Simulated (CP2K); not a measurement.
The system is Ta3AsAu2O13.

```xyz
19
Lattice="5.7239 0.0000 0.0000 1.2946 6.2567 0.0000 0.2682 1.3098 8.3664" Properties=species:S:1:pos:R:3 pbc="T T T"
Ta    1.7946    2.6749    4.8886
Ta    0.6021    2.0039    8.3542
Ta    4.2740    4.5494    4.2235
As    4.7442    6.6995    6.9482
Au    3.4894    0.8212    1.5572
Au    1.4391    5.7206    3.7383
O     4.8826    5.2937    5.9475
O     3.3158    1.7515    5.8251
O     6.2667    6.7584    7.6914
O     3.3530    6.6833    7.9189
O     4.5661    1.8700    0.2589
O     1.7214    1.5096    0.9266
O     0.9917    1.2312    4.1082
O     3.3694    3.0028    3.6393
O     0.8977    2.6990    6.5755
O     6.1537    3.9289    3.8188
O     4.0568    5.7863    2.9258
O     2.4286    4.7592    5.2267
O     6.5518    6.2513    1.8938
```

The cell was built by a generator and needn't be a form met in nature.

Base run:

| Quantity | Value |
| --- | --- |
| Program | CP2K 2026.2 |
| Functional | LDA |
| Potentials or basis | GTH_POTENTIALS Ta GTH-PBE-q13, As GTH-PBE-q5, Au GTH-PBE-q11, O GTH-PBE-q6; DZVP-MOLOPT-SR-GTH basis |
| Density cutoff | 12245 eV |
| k mesh | 4 × 4 × 3 |
| Occupations | fermi-dirac, width 0.05 eV |
| Spin | no spin polarisation |

Its results: band gap on the k mesh 1.25 eV, indirect (least direct gap 1.28 eV); pressure -4.6 GPa; largest force 1.231 eV/Å.

Question: The run is repeated on the same cell with these changes: functional from LDA to RPBE. What comes out?

Answer: Band gap on the k mesh 1.33 eV, indirect (least direct gap 1.36 eV); pressure 2.9 GPa; largest force 1.444 eV/Å.

RPBE binds less tightly than LDA, so the same cell stands under more pressure.

Caveats: the potentials were made for another functional, which shifts forces and pressure; spin-orbit coupling is left out, which moves the levels of the heavy elements; an odd mesh through Γ misses points on the zone boundary, where band edges often lie; the basis of atomic orbitals isn't converged, which shifts pressures, moduli and gaps.
